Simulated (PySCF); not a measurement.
# From one method to the next for SiSe

Starting from one script, swap the method and compare what comes out for SiSe.

Program: PySCF 2.14.0. Level of theory: each script names its method and basis. These are calculated values, not measurements.

## Step 1: The system as given

SiSe: 2 atoms, charge 0, spin multiplicity 1.

Bond lengths: Si1–Se2 2.230 Å.

## Step 2: The base run

Input file input.py:

```python
from pyscf import gto, scf, mp

mol = gto.M(
    atom='Si 0 0 0; Se 0 0 2.23',
    basis='cc-pvdz',
    charge=0,
    spin=0,
    verbose=4,
)
mf = scf.UHF(mol)
mf.kernel()
mp.MP2(mf).kernel()
mf.dip_moment()
print('orbital energies (hartree):', [e[max(0, n-3):n+3].round(4) for e, n in zip(mf.mo_energy, mol.nelec)])
```

On the command line:

```bash
python input.py
```

## Step 3: CASSCF (ROHF)

Edit 1 changes step after the SCF: mp2 → casscf; SCF type: UHF → ROHF; active space: none → 8 electrons in 6 orbitals.

Input file input.py:

```python
from pyscf import gto, scf, mcscf

mol = gto.M(
    atom='Si 0 0 0; Se 0 0 2.23',
    basis='cc-pvdz',
    charge=0,
    spin=0,
    verbose=4,
)
mf = scf.ROHF(mol)
mf.kernel()
mc = mcscf.CASSCF(mf, 6, 8)
mc.kernel()
mc.analyze()
mf.dip_moment()
print('orbital energies (hartree):', mf.mo_energy[..., max(0, mol.nelec[1]-3):mol.nelec[0]+3].round(4))
```

## Step 4: TDA

Edit 2 changes step after the SCF: mp2 → tda; number of roots: none → 6.

input.py: that of step 2 with these lines changed.

```diff
@@ -1,2 +1,2 @@
-from pyscf import gto, scf, mp
+from pyscf import gto, scf, tdscf
 
@@ -11,3 +11,6 @@
 mf.kernel()
-mp.MP2(mf).kernel()
+td = tdscf.TDA(mf)
+td.nstates = 6
+td.kernel()
+td.analyze()
 mf.dip_moment()
```

## Step 5: Pbesol (UKS)

Edit 3 changes functional: none (Hartree–Fock) → pbesol; SCF type: UHF → UKS; step after the SCF: mp2 → analyze.

Input file input.py:

```python
from pyscf import gto, dft

mol = gto.M(
    atom='Si 0 0 0; Se 0 0 2.23',
    basis='cc-pvdz',
    charge=0,
    spin=0,
    verbose=4,
)
mf = dft.UKS(mol, xc='pbesol')
mf.kernel()
mf.analyze()
print('orbital energies (hartree):', [e[max(0, n-3):n+3].round(4) for e, n in zip(mf.mo_energy, mol.nelec)])
```

## Step 6: Stability test

Edit 4 changes step after the SCF: mp2 → stability.

input.py: that of step 2 with these lines changed.

```diff
@@ -1,2 +1,2 @@
-from pyscf import gto, scf, mp
+from pyscf import gto, scf
 
@@ -11,3 +11,3 @@
 mf.kernel()
-mp.MP2(mf).kernel()
+mf.stability(internal=True, external=True)
 mf.dip_moment()
```

What does the calculation give? Wanted: for each run, E(SCF); from base; gap; SCF dipole; after the SCF.

As calculated:

```csv
run,E(SCF) (hartree),from base (eV),cycles,gap (eV),SCF dipole (D),after the SCF
base,-2688.748266,0,11,9.51,2.85,MP2 correlation -6.136 eV
CASSCF (ROHF),-2688.748266,0.0000,9,n/a,2.85,CASSCF correlation -1.318 eV
TDA,-2688.748266,0.0000,11,9.51,2.85,lowest root found 2.07 eV
pbesol (UKS),-2688.378100,not comparable,10,3.00,1.58,n/a
stability test,-2688.748266,0.0000,11,9.51,2.85,"unstable: internal, UHF/UKS -> GHF/GKS"
```

What this shows: A lower total energy from another functional means nothing by itself. The dearest run is “CASSCF (ROHF)”, at 9 s against 0.9 s.
